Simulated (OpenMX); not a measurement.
# MnSb under changes of volume

One of the cells (21.552 Å³/atom); the others are scaled copies at fixed shape and fractional positions:

```
Sb Mn
1.0
     4.15000    0.00000    0.00000
    -2.07500    3.59401    0.00000
     0.00000    0.00000    5.78000
Sb Mn
2 2
Direct
  0.66667 0.33333 0.75000
  0.33333 0.66667 0.25000
  0.00000 0.00000 0.50000
  0.00000 0.00000 0.00000
```

```yaml
Program: OpenMX 3.8.5
Functional: PBE
Potentials_or_basis: OpenMX 2013 PBE set, Sb7.0-s3p2d1, Mn6.0-s2p2d1, fixed grid of 48 × 48 × 80 points
k_mesh: 7 × 7 × 5
Occupations: fermi-dirac, width 0.05 eV
Spin: collinear spin, ferromagnetic start
Starting_moments: "[0.0, 0.0, 4.0, 4.0] μB"
```

```tsv
volume (Å³/atom)	energy over the lowest point (meV/atom)	moment (μB per cell)
20.259	69.42	7.04
20.690	46.17	7.15
21.121	?	?
21.552	14.74	7.35
21.983	5.83	7.42
22.414	1.20	7.49
22.845	0.00	7.57
```

Task: What does the run at 21.121 Å³/atom give?

Result: Energy over the lowest point 28.21 meV/atom; moment 7.27 μB per cell.

Worked out: A Birch-Murnaghan fit of order 3 (a polynomial in V^(-2/3)) to the other rows has its minimum at 22.76 Å³/atom with B0 = V·E''(V) = 69 GPa and B' = 3.3 at fixed shape and positions, which overstates the stiffness. It gives 28.04 meV/atom at 21.121 Å³/atom, against the run's 28.21. A parabola through the other rows of the moment, of slope 0.222 μB per Å³/atom there, gives 7.25 μB, against the run's 7.27.

Energies are extrapolated to zero smearing.

Caveats: the basis has few d functions beyond the semicore shells, which can make volumes several per cent too large; the transition metal has a single d function, too few for pressures, volumes and moments; the basis of atomic orbitals isn't converged, which shifts pressures, moduli and gaps; only a ferromagnetic start was run, and an antiferromagnetic order may lie lower in energy.
